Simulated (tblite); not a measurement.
# C5H10SiSn: the cost of one run

Programs: PySCF 2.14.0 with density-fitted response routines of our own, and tblite 0.8.0. All values are computed, except where a source is named. Atoms count from 0 throughout.

## (1) The starting structure

17 atoms, charge 0, multiplicity 1; geometry from: force field or distance geometry start.

Bonds of the start (Å): C1–C2 1.32, C1–C6 1.46, C2–C3 1.50, C2–H10 1.09, C3–C5 1.47, C3–H11 1.10, C3–Sn4 2.15, C5–C6 1.32, C5–H15 1.08, C6–H16 1.09, Si0–C1 1.85, Si0–H7 1.49, Si0–H8 1.47, Si0–H9 1.47, Sn4–H12 1.74, Sn4–H13 1.76, Sn4–H14 1.74.

## (2) GFN2-xTB relaxation, start minimum

The job: settings as JSON, then the geometry in Å.

```
{"job": {"xc": "GFN2-xTB", "basis": "xTB", "kind": "relax"}, "charge": 0, "multiplicity": 1}
Si    -1.775100     0.966500     3.968000
C     -0.805800     0.908200     2.394600
C     -0.976600    -0.037800     1.492600
C     -0.052600     0.173500     0.328200
Sn    -1.374000     0.625900    -1.307800
C      0.675100     1.375400     0.771100
C      0.256800     1.803900     1.949500
H     -3.204300     1.293200     3.727300
H     -1.738100    -0.313600     4.686500
H     -1.270400     2.046700     4.833600
H     -1.697600    -0.860700     1.506400
H      0.578000    -0.705200     0.139900
H     -0.607500     1.614900    -2.516800
H     -2.726800     1.499200    -0.593900
H     -2.030000    -0.859600    -1.941700
H      1.459900     1.837100     0.192000
H      0.616300     2.664400     2.510400
```

The run is started by

```bash
OMP_NUM_THREADS=1 python ens_run.py task.json out
```

The driver reads the study from task.json and runs its stages one after another.

**Question.** How long does this first job take on 1 thread of Intel Xeon Platinum 8375C at 2.90GHz, shared host?

About 2.1 s.
